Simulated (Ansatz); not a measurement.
# C2H7FOSi2: up Jacob's ladder to CCSD(T)

Aim: compute C2H7FOSi2 with functionals from several rungs and with coupled cluster, and see how far each lands from CCSD(T) at the basis-set limit for the atomisation energy.

Method: functionals in def2-TZVPP, the program's frozen cores in correlated methods; program: Ansatz 0.2.0, Gaussian basis.

Levels to be run: LDA (SPW92), PBE-D4, revPBE-D4, BLYP-D4, r2SCAN-D4, B97M-V, PBE0-D4, B3LYP-D4, r2SCANh-D4, r2SCAN0-D4, HSE06-D4, BHLYP-D4, CAM-B3LYP-D4, LC-ωPBE, ωB97X-V, ωB97M-V, B2PLYP, PBE-QIDH; CCSD(T)/def2-SVP; CCSD(T)/def2-TZVPP; MP2/def2-QZVPP; extrapolation to the limit; RPA on PBE.

1 further run of the same task is left out (it didn't finish).

## 1. Structure used throughout

An earlier PBE0-D4 in a triple-zeta def2 set relaxation fixed the geometry.

13 atoms, charge 0, spin multiplicity 1.

Atoms are counted from 1 here; the program's logs count them from 0.

Bond lengths: C1–C2 1.330 Å, C1–H7 1.086 Å, C1–H8 1.086 Å, C2–Si3 1.841 Å, C2–H9 1.089 Å, Si3–F4 1.597 Å, Si3–O5 1.620 Å, Si3–H10 1.481 Å, O5–Si6 1.638 Å, Si6–H11 1.486 Å, Si6–H12 1.483 Å, Si6–H13 1.484 Å. Angles: C2–C1–H7 121.4°, C2–C1–H8 122.2°, H7–C1–H8 116.4°, C1–C2–Si3 122.6°, C1–C2–H9 118.5°, Si3–C2–H9 118.9°, C2–Si3–F4 109.2°, C2–Si3–O5 108.9°, C2–Si3–H10 113.6°, F4–Si3–O5 109.2°, F4–Si3–H10 105.8°, O5–Si3–H10 110.1°, Si3–O5–Si6 148.2°, O5–Si6–H11 110.1°, O5–Si6–H12 108.0°, O5–Si6–H13 109.8°, H11–Si6–H12 109.6°, H11–Si6–H13 109.5° and more.

As a file:

```
atom     x (Å)     y (Å)     z (Å)
  C1  -1.92703  -1.02794   0.88853
  C2  -1.64124  -1.05267  -0.41056
 Si3  -0.12022  -0.28225  -1.10605
  F4  -0.53212   0.76742  -2.23732
  O5   0.66335   0.49467   0.08035
 Si6   2.00414   1.29760   0.57139
  H7  -1.27400  -0.53510   1.60262
  H8  -2.82164  -1.49229   1.29364
  H9  -2.32856  -1.56106  -1.08494
 H10   0.78592  -1.25016  -1.76612
 H11   3.20685   0.74498  -0.10417
 H12   2.13147   1.12221   2.03860
 H13   1.87338   2.73977   0.24883
```

## 2. LDA

This LDA is Slater exchange with PW92 correlation.

in.yaml reads:

```yaml
crystal:
  periodic: [false, false, false]
  atoms:
    - {symbol: C, position_ang: [-1.927034, -1.027937, 0.888532]}
    - {symbol: C, position_ang: [-1.641236, -1.052666, -0.410564]}
    - {symbol: Si, position_ang: [-0.120216, -0.282246, -1.106053]}
    - {symbol: F, position_ang: [-0.532123, 0.767416, -2.237321]}
    - {symbol: O, position_ang: [0.663351, 0.494673, 0.080354]}
    - {symbol: Si, position_ang: [2.004142, 1.297596, 0.571391]}
    - {symbol: H, position_ang: [-1.274001, -0.535098, 1.602623]}
    - {symbol: H, position_ang: [-2.821639, -1.492285, 1.293638]}
    - {symbol: H, position_ang: [-2.328564, -1.561055, -1.084940]}
    - {symbol: H, position_ang: [0.785920, -1.250162, -1.766122]}
    - {symbol: H, position_ang: [3.206850, 0.744981, -0.104168]}
    - {symbol: H, position_ang: [2.131473, 1.122210, 2.038604]}
    - {symbol: H, position_ang: [1.873375, 2.739771, 0.248826]}
basis:
  gaussian: {orbitals: def2-TZVPP}
hamiltonian: {xc: lda}
output: {orbitals: {seedname: orbitals}}
```

After this run come: PBE-D4 (GGA); revPBE-D4 (GGA); BLYP-D4 (GGA); r2SCAN-D4 (meta-GGA); B97M-V (meta-GGA); PBE0-D4 (hybrid); B3LYP-D4 (hybrid); r2SCANh-D4 (hybrid); r2SCAN0-D4 (hybrid); HSE06-D4 (hybrid); BHLYP-D4 (hybrid); CAM-B3LYP-D4 (range-separated); LC-ωPBE (range-separated); ωB97X-V (range-separated); ωB97M-V (range-separated); B2PLYP (double hybrid); PBE-QIDH (double hybrid); CCSD(T) in def2-SVP; CCSD(T) in def2-TZVPP; MP2 in def2-QZVPP; RPA on PBE orbitals.

**Question.** What will the summary of the whole plan be? Wanted: atomisation energy, CCSD(T)/CBS; farthest beyond LDA; mean size of error, GGA; mean size of error, meta-GGA; mean size of error, hybrid; mean size of error, range-separated; mean size of error, double hybrid; gap, smallest and largest; T1 diagnostic.

The runs gave:

```
                               quantity                                                      value
        atomisation energy, CCSD(T)/CBS                                            1215.7 kcal/mol
functionals within 6.1 kcal/mol (0.5 %)  PBE-D4, r2SCAN-D4, B97M-V, CAM-B3LYP-D4, ωB97X-V, ωB97M-V
                    farthest beyond LDA                                  BHLYP-D4 (-33.0 kcal/mol)
                mean size of error, GGA                                              12.5 kcal/mol
           mean size of error, meta-GGA                                               2.7 kcal/mol
             mean size of error, hybrid                                              16.2 kcal/mol
    mean size of error, range-separated                                               4.5 kcal/mol
      mean size of error, double hybrid                                              15.7 kcal/mol
              gap, smallest and largest                  5.31 eV (LDA (SPW92)), 12.65 eV (LC-ωPBE)
                          T1 diagnostic                                                     0.0118
triples share of the correlation energy                                                      3.5 %
```

In words: LDA overbinds by 146.0 kcal/mol (12 %). PBE-D4 misses by +2.4 kcal/mol. Double hybrids carry the basis error of their MP2 part in triple zeta, and no dispersion term here, so their miss is partly the set-up's. The rungs meta-GGA, range-separated miss on average by less than the doubt on the reference (6.1 kcal/mol), so they tie. The reference freezes the cores and leaves out relativity and excitations past (T), so misses under about 6.1 kcal/mol can't be ranked. Hartree-Fock recovers 75 % of the binding; the rest is correlation. CCSD(T) in def2-SVP is off by -80.9 kcal/mol, so the small basis spoils what the method gains. The gap grows from 5.3 to 12.6 eV across the functionals, mostly with the share of exact exchange.
